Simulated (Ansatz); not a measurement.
# C₂H₆BFO: one species, many methods

One table from this session's results is given with a row withheld; the runs are named, their logs left out.

Method: functionals in def2-TZVPP, the program's frozen cores in correlated methods; program: Ansatz 0.2.0, Gaussian basis.

Plan: LDA (SPW92), PBE-D4, revPBE-D4, BLYP-D4, r2SCAN-D4, B97M-V, PBE0-D4, B3LYP-D4, r2SCANh-D4, r2SCAN0-D4, HSE06-D4, BHLYP-D4, CAM-B3LYP-D4, LC-ωPBE, ωB97X-V, ωB97M-V, B2PLYP, PBE-QIDH; CCSD(T)/def2-SVP; CCSD(T)/def2-TZVPP; MP2/def2-QZVPP; extrapolation to the limit; RPA on PBE.

## Structure used throughout

An earlier PBE0-D4 in a triple-zeta def2 set relaxation fixed the geometry.

SMILES `CCOBF`, 11 atoms, charge 0, spin multiplicity 1.

Atoms are counted from 1 here; the program's logs count them from 0.

Bond lengths: C1–C2 1.508 Å, C1–H6 1.092 Å, C1–H7 1.091 Å, C1–H8 1.092 Å, C2–O3 1.421 Å, C2–H9 1.093 Å, C2–H10 1.095 Å, O3–B4 1.338 Å, B4–F5 1.326 Å, B4–H11 1.199 Å. Angles: C2–C1–H6 110.1°, C2–C1–H7 110.6°, C2–C1–H8 110.9°, H6–C1–H7 108.5°, H6–C1–H8 108.3°, H7–C1–H8 108.4°, C1–C2–O3 110.3°, C1–C2–H9 110.7°, C1–C2–H10 110.9°, O3–C2–H9 107.0°, O3–C2–H10 109.9°, H9–C2–H10 107.9°, C2–O3–B4 121.8°, O3–B4–F5 117.7°, O3–B4–H11 123.1°, F5–B4–H11 119.2°.

Set-up of the first run:

Input file in.yaml:

```yaml
crystal:
  periodic: [false, false, false]
  atoms:
    - {symbol: C, position_ang: [-0.378007, -0.674473, 1.300822]}
    - {symbol: C, position_ang: [-0.314422, 0.510953, 0.370220]}
    - {symbol: O, position_ang: [0.862443, 0.452085, -0.423742]}
    - {symbol: B, position_ang: [0.811429, 0.255329, -1.746506]}
    - {symbol: F, position_ang: [1.959793, 0.191990, -2.405625]}
    - {symbol: H, position_ang: [-1.253474, -0.595767, 1.949586]}
    - {symbol: H, position_ang: [0.513991, -0.719474, 1.928209]}
    - {symbol: H, position_ang: [-0.450733, -1.607917, 0.738395]}
    - {symbol: H, position_ang: [-0.270423, 1.444856, 0.936472]}
    - {symbol: H, position_ang: [-1.198247, 0.549180, -0.275727]}
    - {symbol: H, position_ang: [-0.216950, 0.136238, -2.351403]}
basis:
  gaussian: {orbitals: def2-TZVPP}
hamiltonian: {xc: lda}
output: {orbitals: {seedname: orbitals}}
```

Steps of the session up to this table: LDA; PBE-D4 (GGA); revPBE-D4 (GGA); BLYP-D4 (GGA); r2SCAN-D4 (meta-GGA); B97M-V (meta-GGA); PBE0-D4 (hybrid); B3LYP-D4 (hybrid); r2SCANh-D4 (hybrid); r2SCAN0-D4 (hybrid); HSE06-D4 (hybrid); BHLYP-D4 (hybrid); CAM-B3LYP-D4 (range-separated); LC-ωPBE-D4 (range-separated; the results give it without D4); ωB97X-V (range-separated); ωB97M-V (range-separated); B2PLYP (double hybrid); PBE-QIDH (double hybrid).

One table of the session follows, with a row left open; its other results are not shown here.

It belongs to the step «Orbital energies across the functionals». 

| functional | HOMO (eV) | LUMO (eV) | gap (eV) |
| --- | --- | --- | --- |
| LDA (SPW92) | -7.76 | -0.88 | 6.88 |
| PBE-D4 | -7.63 | -0.59 | 7.04 |
| revPBE-D4 | -7.57 | -0.47 | 7.10 |
| BLYP-D4 | -7.55 | -0.50 | 7.05 |
| r2SCAN-D4 | -7.94 | -0.17 | 7.77 |
| B97M-V | ? | ? | ? |
| PBE0-D4 | -9.16 | 0.39 | 9.55 |
| B3LYP-D4 | -8.93 | 0.11 | 9.04 |
| r2SCANh-D4 | -8.52 | 0.17 | 8.69 |
| r2SCAN0-D4 | -9.38 | 0.66 | 10.04 |
| HSE06-D4 | -8.75 | 0.02 | 8.77 |
| BHLYP-D4 | -10.63 | 1.27 | 11.90 |
| CAM-B3LYP-D4 | -10.63 | 1.38 | 12.01 |
| LC-ωPBE | -11.98 | 2.65 | 14.63 |
| ωB97X-V | -11.63 | 2.50 | 14.13 |
| ωB97M-V | -11.55 | 2.15 | 13.70 |

Estimate the missing values for B97M-V.

As computed: HOMO (eV): -8.07; LUMO (eV): -0.30; gap (eV): 7.77. In the column «HOMO (eV)» it lies between r2SCANh-D4 (-8.52) and r2SCAN-D4 (-7.94).
